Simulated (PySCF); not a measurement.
# C4H6AlF: the cost of one run

The runs use PySCF 2.14.0, with density-fitted response routines of our own; the level of theory stands in each step. All values are computed, except where a source is named. Atoms are numbered from 0 throughout.

### 1 The molecule as given

12 atoms, charge 0, multiplicity 1; geometry from: GFN2-xTB. The atoms were then displaced at random by about 0.01 Å, so the start is not that level's minimum.

Bonds of the start (Å): C0–C1 1.35, C1–C2 1.47, C2–C3 1.29, C2–Al4 1.99, Al4–F5 1.66, C0–H6 1.09, C0–H7 1.07, C1–H8 1.06, C3–H9 1.08, C3–H10 1.12, Al4–H11 1.55.

### 2 Geometry optimisation at PBE0-D3(BJ)/def2-SVP

The job: settings as JSON, then the geometry in Å.

```
{"job": {"xc": "PBE0", "basis": "def2-SVP", "d3": "d3bj", "grid": 1, "shake": 0.01, "kind": "geom"}, "charge": 0, "multiplicity": 1}
C      1.968760    -0.239300    -0.334500
C      0.759140    -0.584720    -0.817420
C     -0.494800    -0.146030    -0.197380
C     -1.637500    -0.506740    -0.679220
Al    -0.499350     1.015010     1.414000
F     -1.957850     1.464190     2.058430
H      2.014340     0.420630     0.534460
H      2.894310    -0.516980    -0.789350
H      0.685710    -1.212510    -1.670670
H     -1.788790    -1.141670    -1.538600
H     -2.597010    -0.182660    -0.195760
H      0.692730     1.602510     2.206990
```

The run is started by

```console
$ OMP_NUM_THREADS=1 python probes_run.py task.json out
```

This one command runs all jobs of the session in turn.

**Question.** How long does this first job take on 1 thread of Arm Neoverse V1, shared host, and how much memory does it need?

About 46 s, with a peak of 0.49 GiB.
